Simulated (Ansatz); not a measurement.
The same calculation of NaWO₃, space group Pm-3m as a Python script and as an input file (Ansatz 0.2.0 through its Python package).

Script `bands_nawo3.py`:
```python
# -*- coding: utf-8 -*-
"""Bands of NaWO3 along a path through the zone."""

import argparse
import logging
import sys

import ansatz
import numpy as np
from pymatgen.core import Lattice, Structure
from pymatgen.io.ase import AseAtomsAdaptor

logging.basicConfig(stream=sys.stdout, format="%(levelname)s %(message)s")
logger = logging.getLogger("calc")
logger.setLevel(logging.INFO)

parser = argparse.ArgumentParser(description="Bands of NaWO3 along a path through the zone.")
parser.add_argument("--xc", default="PBEsol", help="exchange-correlation functional")
parser.add_argument("--kgrid", type=int, nargs=3, required=True, help="k-point sampling")
parser.add_argument("--filling", required=True, help="how the bands are filled")
parser.add_argument("--n-empty", type=int, required=True, help="SCF control")
args = parser.parse_args()


def main():
    pmg_structure = Structure(
        Lattice([(3.86, 0.0, 0.0), (0.0, 3.86, 0.0), (0.0, 0.0, 3.86)]),
        ["Na", "W", "O", "O", "O"],
        [
            (0.0, 0.0, 0.0),
            (0.5, 0.5, 0.5),
            (0.5, 0.5, 0.0),
            (0.0, 0.5, 0.5),
            (0.5, 0.0, 0.5),
        ],
    )
    nawo3 = ansatz.Crystal.from_ase(AseAtomsAdaptor.get_atoms(pmg_structure))

    # high-symmetry points in fractions of the reciprocal vectors
    path = [
        ("G", (0.0, 0.0, 0.0)),
        ("X", (0.0, 0.5, 0.0)),
        ("M", (0.5, 0.5, 0.0)),
        ("G", (0.0, 0.0, 0.0)),
        ("R", (0.5, 0.5, 0.5)),
        ("X", (0.0, 0.5, 0.0)),
    ]
    base = (
        nawo3.calculation()
        .functional(args.xc)
        .kpoints(*args.kgrid, center="gamma")
        .occupations(args.filling, width=150 * ansatz.meV)
        .band_structure([point for _, point in path], intervals=8)
        .scf(extra_bands=args.n_empty)
    )
    outcome = base.run()
    r = outcome.report

    logger.info("%-22s %14.5f eV" % ("F = E - TS", r["free_energy_ev"]))
    logger.info("%-22s %14.5f eV" % ("E", r["internal_energy_ev"]))
    logger.info("%-22s %14.5f eV" % ("Harris-Foulkes", r["harris_foulkes_ev"]))
    logger.info("%-22s %14.5f eV" % ("Fermi level", r["fermi_energy_ev"]))

    bands = outcome.band_structure()
    fermi = bands.fermi_energy_ev
    logger.info(f"zero of the bands: {fermi:.3f} eV, the Fermi level found on the SCF mesh")
    for spin, channel in enumerate(bands.channels):
        print("channel", spin, "- computed levels within 6 eV of the Fermi level")
        for i, (label, _) in enumerate(path):
            levels = channel.eigenvalues_ev[i * 8] - fermi
            print(f"  {label:3s}", " ".join(f"{e:7.3f}" for e in levels if abs(e) < 6))


if __name__ == "__main__":
    main()
```

```console
$ python bands_nawo3.py --kgrid 7 7 7 --filling methfessel_paxton --n-empty 10
DeckWarning: basis.ecutwfc = 420 eV, auto-derived from the records' recommended cutoffs: set by Na (normal level)
INFO F = E - TS               -13418.23044 eV
INFO E                        -13418.22510 eV
INFO Harris-Foulkes           -13418.23044 eV
INFO Fermi level                  11.09744 eV
INFO zero of the bands: 11.097 eV, the Fermi level found on the SCF mesh
channel 0 - computed levels within 6 eV of the Fermi level
  G    -5.757  -5.757  -5.757  -3.918  -3.918  -3.918  -3.579  -3.579  -3.579  -1.321  -1.321  -1.321   2.426   3.609   3.609
  X    -5.453  -5.272  -5.272  -4.322  -3.672  -3.672  -1.232   1.896   1.896   3.626   5.252   5.676
  M    -5.988  -5.988  -4.775  -4.775  -4.616  -2.752   1.931   1.931   3.268   4.852
  G    -5.757  -5.757  -5.757  -3.918  -3.918  -3.918  -3.579  -3.579  -3.579  -1.321  -1.321  -1.321   2.426   3.609   3.609
  R    -2.730  -2.730  -2.730   3.307   3.307   3.307   5.043
  X    -5.453  -5.272  -5.272  -4.322  -3.672  -3.672  -1.232   1.896   1.896   3.626   5.252   5.676
```
(Warnings from the package without file and line.)

`input.yaml`:
```yaml
crystal:
  lattice:
    - [3.86, 0.0, 0.0]
    - [0.0, 3.86, 0.0]
    - [0.0, 0.0, 3.86]
  atoms:
    - { symbol: Na, position: [0.0, 0.0, 0.0] }
    - { symbol: W, position: [0.5, 0.5, 0.5] }
    - { symbol: O, position: [0.5, 0.5, 0.0] }
    - { symbol: O, position: [0.0, 0.5, 0.5] }
    - { symbol: O, position: [0.5, 0.0, 0.5] }
kpoints:
  mp_grid: { grid: [7, 7, 7], shift: [0.0, 0.0, 0.0] }
  band_path:
    path:
      - [0.0, 0.0, 0.0]
      - [0.0, 0.5, 0.0]
      - [0.5, 0.5, 0.0]
      - [0.0, 0.0, 0.0]
      - [0.5, 0.5, 0.5]
      - [0.0, 0.5, 0.0]
    npoints: 8
hamiltonian:
  xc: pbesol
scf:
  n_extra_bands: 10
  occupations: { method: methfessel_paxton, width: 0.15 }
```

On the command line:
```console
$ ansatz run input.yaml --threads 1 --pin off --max-ram 3072MiB --backend cpu --events-out ev --progress --plain --runs-dir out
scf.n_extra_bands = 10 over 21 filled bands (N_el = 41.0): the run solves 31 bands
Engine: ansatz 0.2.0, x86_64-unknown-linux-gnu
Pseudopotentials: kind: paw
Pseudopotential: Na, paw, valence charge 9, recommended cutoff 420 eV (normal), Na.paw.azcp
Pseudopotential: W, paw, valence charge 14, recommended cutoff 420 eV (normal), W.paw.azcp
Pseudopotential: O, paw, valence charge 6, recommended cutoff 420 eV (normal), O.paw.azcp
Functional definition: PBEsol
  exchange = pbesol_x
  correlation = pbesol_c
Crystal: 5 atoms, lattice volume = 57.512 Å³
Basis set: ecut = 420 eV, 1141 PW (Γ)
Bands: 31, of which v1, the nominal top of the filled ones, is band 21 counted from 1 (20 counted from 0)
Symmetry: 48 space group operations
Space group: Pm-3m (ITA 221), of the structure as read, at distance tolerance 3.9e-5 Å
k-points: 20 of 343
Non-local potential: Na, projectors of the file, l = 0: 3, l = 1: 2, l = 2: 1
Non-local potential: W, projectors of the file, l = 0: 3, l = 1: 2, l = 2: 2, l = 3: 1
Non-local potential: O, projectors of the file, l = 0: 2, l = 1: 2, l = 2: 1
PAW form: soft (Blöchl's): semilocal exchange-correlation on the pseudo side does not see the compensation charge
PAW frozen core: Na, regenerated for the run's functional, and the local potential with it (the file was generated under x = pbe(κ = 0.804, μ = 0.2195149727645171), c = pbe(β = 0.06672455060314922))
PAW frozen core: W, regenerated for the run's functional, and the local potential with it (the file was generated under x = pbe(κ = 0.804, μ = 0.2195149727645171), c = pbe(β = 0.06672455060314922))
PAW frozen core: O, regenerated for the run's functional, and the local potential with it (the file was generated under x = pbe(κ = 0.804, μ = 0.2195149727645171), c = pbe(β = 0.06672455060314922))
PAW one-centre angular grid: Na, 110 points (default); XC on 64 Gauss nodes
PAW one-centre angular grid: W, 590 points (default); XC on 64 Gauss nodes
PAW one-centre angular grid: O, 110 points (default); XC on 64 Gauss nodes
Initial density: superposition of atomic densities (neutral atoms: chi_scale 0, normalization atom), corrected by the library's trained network
Initial wavefunctions: pseudopotential atomic-orbital guess
Functional: x = pbesol(κ = 0.804, μ = 0.12345679012345678), c = pbesol(β = 0.046)
SCF iter   1: F=—  HF=-13418.265581 eV  |F-HF|=—  |Δ(HF+E_count)|=         —  Δρ=1.72e-2  dr2=1.42e-1  ethr=1.77e-3  ⟨swp⟩=5.2  Hψ=2809  notcnv=0  defer=14
preconditioner: auto → LDOS  [insulator: Δε(μ)=0.754 eV  Ē_g=18.819 eV  σ=0.150 eV  W_gap=0.54  n_scr=18 (ndim 8)  ℏωp=27.3 eV  f_vac=0.039  D(μ)=1.89/eV (n_scr^D=18)  ε∞_Penn≈3.1  β→1.0]
SCF iter   2: F=—  HF=-13418.245015 eV  |F-HF|=—  |Δ(HF+E_count)|=   2.06e-2  S|Δr|=    0.00e0  Δρ=1.19e-2  dr2=4.62e-2  ethr=3.47e-4  ⟨swp⟩=2.0  Hψ=1141  notcnv=0  defer=78
SCF iter   3: F=—  HF=-13418.230637 eV  |F-HF|=—  |Δ(HF+E_count)|=   1.44e-2  S|Δr|=    0.00e0  Δρ=1.26e-3  dr2=9.69e-4  ethr=1.13e-4  ⟨swp⟩=2.0  Hψ=788  notcnv=0  defer=78
SCF iter   4: F=—  HF=-13418.230439 eV  |F-HF|=—  |Δ(HF+E_count)|=   1.98e-4  S|Δr|=    0.00e0  Δρ=1.70e-4  dr2=1.93e-5  ethr=2.36e-6  ⟨swp⟩=2.0  Hψ=690  notcnv=0  defer=78
SCF iter   5: F=—  HF=-13418.230437 eV  |F-HF|=—  |Δ(HF+E_count)|=   2.15e-6  S|Δr|=    0.00e0  Δρ=4.54e-5  dr2=5.14e-7  ethr=4.70e-8  ⟨swp⟩=2.0  Hψ=829  notcnv=0  defer=78
SCF iter   6: F=-13418.230437 eV  HF=-13418.230437 eV  |F-HF|=1.44e-8  |Δ(HF+E_count)|=   1.79e-7  S|Δr|=    0.00e0  Δρ=1.07e-5  dr2=3.01e-8  ethr=2.44e-10  ⟨swp⟩=7.5  Hψ=2435  notcnv=0
SCF 1 converged in 6 iterations: F = -13418.230437 eV  dr2 = 3.01e-8
  greatest PAW one-centre occupation: 1.000 electrons in one spin orbital (limit 2), on the W atom at site 1 (counted from 0), in its partial waves of l = 0
NSCF: frozen V_eff on 41 k-points
SCF converged after 6 iterations
Stability not checked: this state was not tested for a lower state beside it, because cold or Methfessel-Paxton smearing, or corrected tetrahedra, fill the levels in a way that the test cannot read (fill_not_monotonic; see scf.lower_state_search)
Free energy (F): -13418.230437 eV
Harris-Foulkes:  -13418.230437 eV  (|F-HF|=1.44e-8)
Internal energy: -13418.225105 eV  (E = F + TS)
E sigma→0 (E₀):  -13418.229104 eV
Entropy (-TS):   -0.005332 eV (-1.066 meV/atom)
Fermi energy:    11.097440 eV
--- Per-component energies (eV) ---
  E_band       = -408.592156
  E_kinetic    = 1097.369784
  E_local      = -3109.839461  (includes V_loc(G=0)·N_el)
  E_nonlocal   = 262.023092
  E_hartree    = 1091.548891
  E_xc         = -521.949061
  E_vxc        = -568.382573  (∫ρ·V_xc dr)
  E_paw        = -9146.397405  (= ΣΔE_a)
  E_vpaw       = -272.871016  (= ΣTr[D̂ρ^β])
  E_aug_tail   = 0.007254  (compensation charges beyond the density's cutoff)
  E_ewald      = -3091.370548
  E_core_change = 0.382350  (= ΣΔE_core)
  E_smearing   = -0.005332  (= −TS)
  E_closure    = 0.000000  (closes the sum)
  Σ components = -13418.230437   (vs F -13418.230437, Δ=0.00e0)
--- Band table (eV; the first three rows and the last of 20) ---
  k-point 0: bands = ["-64.7411", "-41.0453", "-29.0705", "-29.0705", "-29.0705", "-13.1264", "-13.1264", "-13.1264", "-9.7247", "-8.7928", "-8.7928", "5.3401", "5.3401", "5.3401", "7.1794", "7.1794", "7.1794", "7.5187", "7.5187", "7.5187", "9.7768", "9.7768", "9.7768", "13.5231", "14.7066", "14.7066", "19.7459", "19.7459", "22.3130", "23.1869", "23.1869"]
  k-point 1: bands = ["-64.7411", "-41.0452", "-29.0845", "-29.0698", "-29.0698", "-13.1344", "-13.1261", "-13.1261", "-9.6216", "-8.7878", "-8.6654", "4.8498", "5.3187", "5.3187", "6.7618", "6.7618", "6.8195", "7.0996", "7.4418", "7.4418", "9.7932", "10.5384", "10.5384", "13.9018", "14.7099", "15.6259", "19.5061", "20.0752", "22.2906", "23.1081", "23.1081"]
  k-point 2: bands = ["-64.7410", "-41.0450", "-29.1159", "-29.0682", "-29.0682", "-13.1522", "-13.1254", "-13.1254", "-9.4471", "-8.7767", "-8.2727", "3.4643", "5.2335", "5.2335", "6.0325", "6.1374", "6.1374", "6.9265", "7.4262", "7.4262", "9.8304", "11.8719", "11.8719", "14.7171", "14.8097", "17.0020", "18.8442", "20.8866", "22.9180", "22.9826", "22.9826"]
  k-point 19: bands = ["-64.7404", "-41.0440", "-29.1335", "-29.1334", "-29.1334", "-13.1411", "-13.1404", "-13.1404", "-7.8150", "-7.7565", "-7.7565", "2.3004", "2.3004", "2.4197", "3.2378", "3.2741", "3.2741", "8.2547", "8.2547", "8.3012", "14.1353", "14.2083", "14.2083", "16.3457", "19.7350", "20.2367", "20.2367", "20.9703", "20.9703", "21.6389", "21.6389"]
```

Notes:
- Absolute energies stand on the zero of these potentials, so only differences at equal settings mean something. A total without «per atom» is that of the cell as typed.
- The cell holds an odd number of electrons and is run without spin, so a magnetic state may lie lower.
- For a metal this k-point mesh is coarse: on a finer one energies can move by several to tens of meV an atom and pressures by half a GPa or more, differences at one mesh by less.
- The zero of the levels is a convention of the potentials, so an absolute Fermi energy is no work function.
- The starting cell is as deposited in a crystallographic database; the results hold for this polymorph, which needn't be the stable one.
- Levels are Kohn-Sham eigenvalues on this mesh, without spin-orbit coupling.
- Wall time of the script: 5 s on 1 thread of Intel(R) Xeon(R) Platinum 8259CL CPU @ 2.50GHz (Skylake/Cascade Lake) (shared host), peak memory 0.46 GiB.

(A comment or docstring line of the script was reworded after the run, the code is as it ran; lines on the test bed's own set-up are left out of the output.)
